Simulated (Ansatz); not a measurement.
**Sn3Te in Ansatz: the effect of functional**

Crystal: Sn3Te.

```xyz
4
Lattice="-2.2539 2.2539 5.4039 2.2539 -2.2539 5.4039 2.2539 2.2539 -5.4039" Properties=species:S:1:pos:R:3 pbc="T T T"
Te    0.0000    0.0000    0.0000
Sn    0.0000    0.0000    5.4039
Sn    2.2539    0.0000    2.7019
Sn    0.0000    2.2539    2.7019
```

The cell comes from a database or a generator and needn't be the stable form of this composition.

The cell isn't the ideal one: volume scaled by 0.94.

Alike in all runs:

| Item | Value |
| --- | --- |
| Program | Ansatz 0.2.0 |
| Task | single point |
| Potentials or basis | Ansatz PAW |
| k mesh | 8 × 8 × 8 |
| Occupations | fermi-dirac, width 0.05 eV |
| Spin | no spin polarisation |

```tsv
functional	cutoff	pressure (GPa)
LDA	420 eV (not typed: the program's choice for these potentials)	?
r2SCAN	500 eV (not typed: the program's choice for these potentials)	2.0
PBE	420 eV (not typed: the program's choice for these potentials)	2.7
```

Q: What does the run with functional LDA give?

A: Pressure -1.5 GPa.

Caveats: the PAW data sets come from PBE, with cores solved anew for the run's functional, which leaves a small shift of forces and pressure (some runs).
